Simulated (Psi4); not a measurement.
# SnTe (SMILES [Sn][Te]) at CAM-B3LYP/def2-SVP (core potential, sweep point 2)

We compute a structure relaxation of SnTe. 

Program for the calculation: Psi4 1.11.

3 further runs of the same task are left out: 3 set aside as unsound or not needed.

**1. The system as given**

The species is SnTe (2 atoms), meant as a singlet with charge 0. SMILES: `[Sn][Te]`. Geometry: a GFN2-xTB relaxation, a rough one for these elements and not checked as a minimum. The run starts from this shape.

Bond lengths: Sn1–Te2 2.537 Å.

**2. A geometry optimisation at CAM-B3LYP/def2-SVP (core potential, sweep point 2)**

Contents of job.inp:

```
memory 1600 mb

molecule m {
  0 1
  Sn     0.000000     0.000000     0.000000
  Te     0.000000     0.000000     2.536770
  symmetry c1
}

set puream true
set scf_type pk
set dft_radial_points 99
set dft_spherical_points 590
set g_convergence gau_tight
set geom_maxiter 50

result, w = optimize('cam-b3lyp/def2-SVP', return_wfn=True)
print_variables()
```

Launch:

```bash
$ psi4 -n 1 job.inp job.out
```

job.out:

```text
[...]
    !!!  WARNING: ECP capability is in beta. Please check occupations closely.  !!!
[...]
  Running in c1 symmetry.
[...]
  Nuclear repulsion =  110.142254612660977
[...]
  Multiplicity = 1
[...]
  Nalpha       = 23
  Nbeta        = 23
[...]
    Number of basis functions: 52
[...]
   @RKS iter   1:  -482.05042545606108   -3.40000e+00   1.14440e-02 DIIS/ADIIS
[...]
    !!!  WARNING: ECP capability is in beta. Please check occupations closely.  !!!
[...]
   @RKS iter   6:  -482.34121415634354   -9.09495e-13   2.45304e-09 DIIS
[...]
    Orbital Energies [Eh]
    ---------------------
    Doubly Occupied:
       1A     -6.312512     2A     -5.195498     3A     -4.446340
       4A     -4.444017     5A     -4.444017     6A     -3.539683
       7A     -3.539683     8A     -3.531948     9A     -1.641835
      10A     -1.639587    11A     -1.639587    12A     -1.637182
      13A     -1.637181    14A     -1.117277    15A     -1.117277
      16A     -1.112572    17A     -1.111242    18A     -1.111242
      19A     -0.681599    20A     -0.489833    21A     -0.295230
      22A     -0.281576    23A     -0.281576
[...]
  @RKS Final Energy:  -482.34121415634354
   => Energetics <=
    Nuclear Repulsion Energy =            110.9159053897497529
    One-Electron Energy =               -1065.3009133309287790
    Two-Electron Energy =                 500.2127523754443814
    DFT Exchange-Correlation Energy =     -28.1689585906088240
    Empirical Dispersion Energy =           0.0000000000000000
    VV10 Nonlocal Energy =                  0.0000000000000000
    Total Energy =                       -482.3412141563435398
[...]
 Multipole Moments:
 ------------------------------------------------------------------------------------
     Multipole            Electronic (a.u.)      Nuclear  (a.u.)        Total (a.u.)
 ------------------------------------------------------------------------------------
 L = 1.  Multiply by 2.5417464519 to convert [e a0] to [Debye]
 Dipole X            :         -0.0000000            0.0000000           -0.0000000
 Dipole Y            :          0.0000000            0.0000000            0.0000000
 Dipole Z            :         -1.3687880            0.3757080           -0.9930800
 Magnitude           :                                                    0.9930800
[...]
  -Total Gradient:
     Atom            X                  Y                   Z
    ------   -----------------  -----------------  -----------------
       1        0.000000000001     0.000000000000     0.000004386878
       2       -0.000000000001     0.000000000000    -0.000008374446
[...]
    Final optimized geometry and variables:
    Molecular point group: c1
    Full point group: C_inf_v
    Geometry (in Angstrom), charge = 0, multiplicity = 1:
    SN           0.000000000000     0.000000000000    -1.309978300112
    TE           0.000000000000     0.000000000000     1.209097446977
  Variable Map:
  ----------------------------------------------------------------------------
  "CURRENT ENERGY"              =>    -482.341214156344
  "CURRENT REFERENCE ENERGY"    =>    -482.341214156344
  "DD SOLVATION ENERGY"         =>       0.000000000000
  "DFT FUNCTIONAL TOTAL ENERGY" =>    -482.341214156344
  "DFT TOTAL ENERGY"            =>    -482.341214156344
  "DFT VV10 ENERGY"             =>       0.000000000000
[...]
```

Standard output:

```text
Optimizer: Optimization complete!
```

Wall time 28 s (1 thread of Intel Xeon Platinum 8488C (Sapphire Rapids), shared host); peak memory 0.4 GiB.

Step by step:

| step | energy from the first frame kept (eV) | largest force (eV/Å) |
| --- | --- | --- |
| 0 | 0.0000 | 0.2999 |
| 1 | 0.0003 | 0.3299 |
| 2 | -0.0027 | 0.0100 |
| 3 | -0.0027 | 0.0004 |

After the run. Bond lengths: Sn1–Te2 2.519 Å.

**3. Summary of results**

At CAM-B3LYP/def2-SVP (core potential, sweep point 2):

| quantity | value |
| --- | --- |
| total energy at the end | -482.34121 Eh |
| dipole moment | 2.52 D |
| HOMO energy | -7.66 eV |
| LUMO energy | -1.68 eV |
| HOMO–LUMO gap | 5.98 eV |
| bond length | 2.519 Å |

**Reading.** At the final geometry: Bond lengths: Sn1–Te2 2.519 Å. The optimisation took 4 steps and changed the energy by -0.003 eV.
